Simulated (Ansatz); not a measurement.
From input file to script: TiO₂, space group R-3m in Ansatz 0.2.0.

```yaml
crystal:
  lattice:
    - [1.497331, 0.864485, 6.981544]
    - [-1.497331, 0.864485, 6.981544]
    - [0.0, -1.728969, 6.981544]
  atoms:
    - { symbol: Ti, position: [0.0, 0.0, 0.0] }
    - { symbol: O, position: [0.620467, 0.620467, 0.620467] }
    - { symbol: O, position: [0.379533, 0.379533, 0.379533] }
accuracy: medium
kpoints:
  mp_grid:
    grid: [4, 4, 4]
hamiltonian:
  xc: r2scan
  pseudopotentials:
    kind: nc
scf:
  max_iter: 200
  algorithm: direct_min
  occupations:
    method: fixed
relax:
  max_steps: 40
  max_displacement: 0.1
  cell:
    stress_tol: 0.1
output:
  eigenvalues: true
```

Notebook, run cell by cell (the value of a cell's last expression is shown):

In [1]:
```python
import warnings

import ansatz as az
from ase import Atoms
from ase.io import write
from ase.neighborlist import neighbor_list
import matplotlib.pyplot as plt
import numpy as np
```

In [2]:
```python
def edges_and_angles(cell):
    cell = np.asarray(cell)
    a, b, c = np.linalg.norm(cell, axis=1)
    cosines = cell[1] @ cell[2] / (b * c), cell[0] @ cell[2] / (a * c), cell[0] @ cell[1] / (a * b)
    return (a, b, c, *np.degrees(np.arccos(cosines)))
```

In [3]:
```python
warnings.simplefilter("ignore", az.DeckWarning)
```

In [4]:
```python
lattice = az.Lattice.of(
    (1.497331, 0.864485, 6.981544),
    (-1.497331, 0.864485, 6.981544),
    (0.0, -1.728969, 6.981544),
)
sites = [
    ("Ti", (0.0, 0.0, 0.0)),
    ("O", (0.620467, 0.620467, 0.620467)),
    ("O", (0.379533, 0.379533, 0.379533)),
]
structure = az.Crystal(lattice=lattice)
for symbol, position in sites:
    structure = structure.atom(symbol, position)

# every cell quantity that the symmetry leaves free
calc = (
    structure.calculation()
    .pseudopotentials("nc")
    .kpoints(4)
    .occupations("fixed")
    .scf(max_iterations=200, algorithm="direct_min")
    .functional(az.Functional.R2SCAN)
    .accuracy("medium")
    .relax(max_steps=40, max_displacement=0.1, cell=True, stress_tolerance=0.1)
    .band_table()
)
steps = []
```

In [5]:
```python
def collect(event):
    if event["event"] == "relax_step":
        steps.append(event["data"])


done = calc.session().plan().execute(on_event=collect)
summary = done.report
```

In [6]:
```python
summary["mixing_algorithm"], summary["preconditioner"], summary["eigensolver"]
```
Out [6]:
```text
('MSR1', 'none', 'davidson')
```

In [7]:
```python
print("step   energy (eV)     max comp. (eV/A)   P (GPa)  SCF")
for s in steps:
    print(f"{s['step']:4d} {s['lagrangian_ev']:15.5f} {s['allowed_force_max_ev_ang']:12.4f} {s['pressure_gpa']:10.3f} {s['n_scf']:5d}")
```
```text
step   energy (eV)     max comp. (eV/A)   P (GPa)  SCF
   1     -2705.96368       0.4753     -3.369     8
   2     -2705.97775       0.1076     -1.058     5
   3     -2705.97914       0.0036      0.082     5
   4     -2705.97917       0.0026     -0.005     4
   5     -2705.97918       0.0009     -0.018     7
   6     -2705.97966       0.0080     -0.173     9
   7     -2705.98046       0.0329     -0.059     6
   8     -2705.98145       0.1407      0.427     6
   9     -2705.98247       0.2608      1.452     6
  10     -2705.98536       0.1903      1.243     6
  11     -2705.99043       0.1318      0.725     6
  12     -2705.98542       0.3308     -2.031     5
  13     -2705.99129       0.0133     -0.018     8
  14     -2705.99180       0.0262      0.171     7
  15     -2705.99190       0.0016      0.005     6
  16     -2705.99139       0.0016     -0.008     5
```

In [8]:
```python
first, last = steps[0], steps[-1]
symbols = [site.symbol for site in done.lattice.sites]
print(f"energy gained {first['lagrangian_ev'] - last['lagrangian_ev']:.4f} eV in {len(steps) - 1} steps")
for label, vectors in (("before", first["cell_ang"]), ("after", done.lattice.cell_ang)):
    print(label, "a b c (A) {:.4f} {:.4f} {:.4f}  angles {:.2f} {:.2f} {:.2f}".format(*edges_and_angles(vectors)), f" V = {abs(np.linalg.det(vectors)):.3f} A^3")
print("final stress xx yy zz (GPa, compression positive):", np.round(np.diag(summary["stress_gpa"]), 3) + 0.0)
```
```text
energy gained 0.0277 eV in 15 steps
before a b c (A) 7.1924 7.1924 7.1924  angles 24.03 24.03 24.03  V = 54.222 A^3
after a b c (A) 5.4905 5.4905 5.4905  angles 31.44 31.44 31.44  V = 39.979 A^3
final stress xx yy zz (GPa, compression positive): [-0.012 -0.012 -0.001]
```

In [9]:
```python
final = Atoms(symbols, positions=last["positions_ang"], cell=done.lattice.cell_ang, pbc=True)
i, j, d = neighbor_list("ijd", final, 4.5)
print("neighbours within 1.1 times the shortest distance of each atom (A)")
for atom in range(len(final)):
    near = [m for m in np.argsort(d) if i[m] == atom]
    shell = [m for m in near if d[m] < 1.1 * d[near[0]]]
    print(f"{symbols[atom]}{atom} ({len(shell)}):", ", ".join(f"{symbols[j[m]]} {d[m]:.3f}" for m in shell))
```
```text
neighbours within 1.1 times the shortest distance of each atom (A)
Ti0 (6): O 1.964, O 1.964, O 1.964, O 1.964, O 1.964, O 1.964
O1 (3): Ti 1.964, Ti 1.964, Ti 1.964
O2 (3): Ti 1.964, Ti 1.964, Ti 1.964
```

In [10]:
```python
fig, (top, bottom) = plt.subplots(2, 1, sharex=True, figsize=(4.5, 4))
top.plot([s["lagrangian_ev"] - last["lagrangian_ev"] for s in steps], "o-")
top.set_ylabel("E - E(final) (eV)")
bottom.semilogy([max(s["allowed_force_max_ev_ang"], 1e-6) for s in steps], "s-")
bottom.set(xlabel="step", ylabel="largest force (eV/A)")
fig.tight_layout()
fig.savefig("relax.png", dpi=100)
```

In [11]:
```python
n_atoms = len(summary["lattice"]["sites"])
print("F =", round(summary["free_energy_ev"], 4), "eV for", n_atoms, "atoms")
print("E(sigma -> 0) =", round(summary["energy_sigma0_ev"], 4), "eV, TS =", round(summary["entropy_ts_ev"], 5), "eV")
print("closed by", summary["closed_by"], "after", summary["n_iterations"], "iterations")
```
```text
F = -2705.9914 eV for 3 atoms
E(sigma -> 0) = -2705.9914 eV, TS = 0.0 eV
closed by deck_thresholds after 5 iterations
```

In [12]:
```python
# direct or indirect, as far as the mesh can tell
levels = np.array(summary["eigenvalues_ev"])
filled = round(summary["n_electrons"] / 2)
top, bottom = levels[:, filled - 1], levels[:, filled]
print("top of band", filled, "at k =", summary["kpoints_frac"][top.argmax()], f"{top.max():.4f} eV")
print("bottom of band", filled + 1, "at k =", summary["kpoints_frac"][bottom.argmin()], f"{bottom.min():.4f} eV")
print(f"gap by band count {bottom.min() - top.max():.3f} eV, least direct gap {(bottom - top).min():.3f} eV")
```
```text
top of band 12 at k = [0.0, 0.0, 0.25] 4.5160 eV
bottom of band 13 at k = [0.0, 0.0, 0.0] 7.5425 eV
gap by band count 3.027 eV, least direct gap 3.325 eV
```

In [13]:
```python
image = Atoms([s.symbol for s in done.lattice.sites], positions=[s.position_ang for s in done.lattice.sites], cell=done.lattice.cell_ang, pbc=True)
write("final.extxyz", image)
```

Reading the output:
- The settings weren't tested for convergence.
- The run is spin-unpolarised.
- Semilocal gaps usually lie well under measured ones.
- Such functionals run on norm-conserving files made under PBE, which can move pressures by some GPa.
- With fixed filling the reported Fermi level is the top filled level among the k-points of the SCF.
- The k-point mesh is coarse, and energy and stress weren't tested for convergence.
- Energies along a relaxation are free energies. Rows at an unchanged volume are solved on a plane-wave basis chosen afresh for that cell, so the energy jumps there and such rows are no steps of the walk.
- Edges and angles are those of the cell as typed, here a primitive one, not of the conventional cell.
- This cell is a computed structure, which may not be the phase found in nature.
- Levels are Kohn-Sham eigenvalues on this mesh.
- Run time: 2.3 min on 1 thread of AMD EPYC 9R45 96-Core Processor (Zen 5), on a shared host, peak memory 1 GiB.

(Lines on the test bed's own set-up are left out of the output.)
